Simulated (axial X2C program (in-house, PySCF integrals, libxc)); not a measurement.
# Linear SHfS at several levels

How do method and spin–orbit coupling move the bonds and stretches of SHfS, held linear?

The runs use an in-house X2C program for linear molecules on PySCF integrals; all-electron X2C, two-component (2c) or spin-free, S dyall-av3z, Hf dyall-v3z.

All values are calculated.

2 further runs of the same task are left out: 2 set aside as unsound or not needed.

## Step 1: Input

The input, task.json:

```json
{"zs": [16, 72, 16], "q": 0, "bas": ["dyall-av3z", "dyall-v3z", "dyall-av3z"], "r0": [2.22, 2.22], "symm": 1, "scan": ["PBE0", "HF", "LDA"], "levels": ["PBE0", "HF", "TPSSh"], "nst": 2}
```

Keys: zs atomic numbers; q charge; bas basis sets; r0 starting distance in Å; symm equal bonds; scan levels of the two-bond scan (MP2 follows by itself at each HF point); levels methods; nst determinants followed.

Run with:

```sh
python solin.py task.json out
```

Masses S 31.972, Hf 179.947, S 31.972 u.

## Step 2: Scan at PBE0, 2c

State: Ω = 0 (all partner blocks equally filled). Energies above the lowest point, from the job's result record:

```csv
r(S–Hf) (Å),r(Hf–S) (Å),E (meV)
2.2074,2.2074,89.98
2.2074,2.2640,39.09
2.2074,2.3206,60.15
2.2640,2.2074,39.09
2.2640,2.2640,0.00
2.2640,2.3206,32.17
2.2640,2.3772,120.98
2.3206,2.2074,60.15
2.3206,2.2640,32.17
2.3206,2.3206,74.75
2.3772,2.2640,120.98
2.3772,2.3772,281.15
```

A quadratic surface with cubic terms in each bond gives the minimum at 2.265 and 2.265 Å, force constants 3.53, 3.53 and coupling 0.52 mdyn/Å.

## Step 3: Scan at HF, 2c

State: Ω = 0 (all partner blocks equally filled). Energies above the lowest point, from the job's result record:

```csv
r(S–Hf) (Å),r(Hf–S) (Å),E (meV)
2.2074,2.2074,118.91
2.2074,2.2640,53.18
2.2074,2.3206,71.26
2.2640,2.2074,53.18
2.2640,2.2640,0.00
2.2640,2.3206,30.02
2.2640,2.3772,127.25
2.3206,2.2074,71.26
2.3206,2.2640,30.02
2.3206,2.3206,71.36
2.3772,2.2640,127.25
2.3772,2.3772,297.42
```

A quadratic surface with cubic terms in each bond gives the minimum at 2.270 and 2.270 Å, force constants 4.06, 4.06 and coupling 0.57 mdyn/Å.

## Step 4: Scan at MP2, 2c

State: Ω = 0 (all partner blocks equally filled). Energies above the lowest point, from the job's result record:

```csv
r(S–Hf) (Å),r(Hf–S) (Å),E (meV)
2.2074,2.2074,149.27
2.2074,2.2640,69.48
2.2074,2.3206,65.33
2.2640,2.2074,69.48
2.2640,2.2640,0.00
2.2640,2.3206,5.47
2.2640,2.3772,70.72
2.3206,2.2074,65.33
2.3206,2.2640,5.47
2.3206,2.3206,19.86
2.3772,2.2640,70.72
2.3772,2.3772,174.41
```

A quadratic surface with cubic terms in each bond gives the minimum at 2.285 and 2.285 Å, force constants 3.45, 3.45 and coupling 0.44 mdyn/Å.

## Step 5: Comparison

| level | r(S–Hf) (Å) | r(Hf–S) (Å) | lower stretch (cm⁻¹) | upper stretch (cm⁻¹) |
| --- | --- | --- | --- | --- |
| PBE0, 2c | 2.265 | 2.265 | 463.7 | 465.2 |
| HF, 2c | 2.270 | 2.270 | 495.6 | 501.6 |
| MP2, 2c | 2.285 | 2.285 | 454.7 | 465.0 |
| PBE0, spin-free | 2.266 | 2.266 | 464.5 | 464.6 |
| HF, spin-free | 2.271 | 2.271 | 496.3 | 501.3 |
| MP2, spin-free | 2.286 | 2.286 | 455.4 | 464.0 |

Scans not shown above were run alike.

In words: Over the levels the S–Hf bond spans 2.265 to 2.286 Å and the Hf–S bond 2.265 to 2.286 Å. At PBE0 going from spin-free to two-component moves the bonds by -0.001 and -0.001 Å. Each state is one determinant, the lowest of a limited PBE0 search; the stretches come from a fit to few points and are good to some per cent at best. The stretches are sorted by size, and where the two bonds are alike the symmetric and antisymmetric modes can swap order between levels. MP2 freezes inner shells (threshold -2 hartree). The molecule was held linear; bending was not examined, so a bent shape may lie lower.
